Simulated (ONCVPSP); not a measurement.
# O: the cost of one run

The numbers are computed with ONCVPSP 4.0.1.1 (patched build) (PBE, scalar-relativistic, spin-unpolarised reference atom).

## 1. Starting point

Typed settings, in words:

```
element                 : oxygen (O, Z = 8)
type                    : optimised norm-conserving Vanderbilt (ONCV)
frozen core             : [He]
valence charge          : 6
reference configuration : 2s2 2p4
partial waves           : 2s: rc 0.85 bohr, ncon 3, nbas 7, qcut 7 1/bohr, 2 projectors, debl 2.2 Ha; 2p: rc 1.15 bohr, ncon 5, nbas 10, qcut 12 1/bohr, 1 projector; d scattering state at 0.03 Ha: rc 0.90 bohr, ncon 4, nbas 8, qcut 11.2 1/bohr, 1 projector
local potential         : polynomial inside 0.80 bohr (lpopt 5, dvloc0 0 Ha)
core correction         : Teter function, fcfact 1.75, rcfact 1.7
```

The outer shells as boxes (Hund's rule for the drawing; the calculation is spin-unpolarised):

```
[He] core
2s [↑↓]
2p [↑↓][↑ ][↑ ]
```

The nodes and maxima of the atom's own shells, from an earlier all-electron run, set the scale for the radii.

All-electron outer shells of the reference configuration (PBE, scalar-relativistic, ld1.x):

| shell | level (eV) | outermost node (bohr) | outermost maximum (bohr) |
| --- | --- | --- | --- |
| 1s | -514.70 | – | 0.13 |
| 2s | -23.96 | 0.28 | 0.87 |
| 2p | -9.03 | – | 0.82 |

## 2. The generation run

The input, O.dat:

```
# ATOM AND REFERENCE CONFIGURATION
# atsym  z   nc   nv     iexc    psfile
  O 8.00    1    2        4      upf
#
#   n    l    f
    1    0    2.00
    2    0    2.00
    2    1    4.00
#
# PSEUDOPOTENTIAL AND OPTIMIZATION
# lmax
    2
#
#   l,   rc,      ep,       ncon, nbas, qcut
    0    0.85    0.00    3    7    7.00
    1    1.15    0.00    5   10   12.00
    2    0.90    0.03    4    8   11.20
#
# LOCAL POTENTIAL
# lloc, lpopt,  rc(5),   dvloc0
    4    5    0.80    0.00
#
# VANDERBILT-KLEINMAN-BYLANDER PROJECTORs
# l, nproj, debl
    0    2    2.20
    1    1    3.00
    2    1    1.20
#
# MODEL CORE CHARGE
# icmod, fcfact, rcfact
    3    1.75    1.70
#
# LOG DERIVATIVE ANALYSIS
# epsh1, epsh2, depsh
   -2.00    5.00    0.02
#
# OUTPUT GRID
# rlmax, drl
    6.00    0.01
#
# TEST CONFIGURATIONS
# ncnf
    4
# nvcnf
#   n    l    f
    2
    2    0    2.00
    2    1    3.00
#
    2
    2    0    2.00
    2    1    2.00
#
    2
    2    0    2.00
    2    1    1.00
#
    2
    2    0    0.00
    2    1    6.00
#
```

On the command line:

```sh
oncvpsp.x < O.dat > O.out
```

**Question.** How long does this run take on 1 thread of Neoverse-V2, shared host?

About 2.3 s.
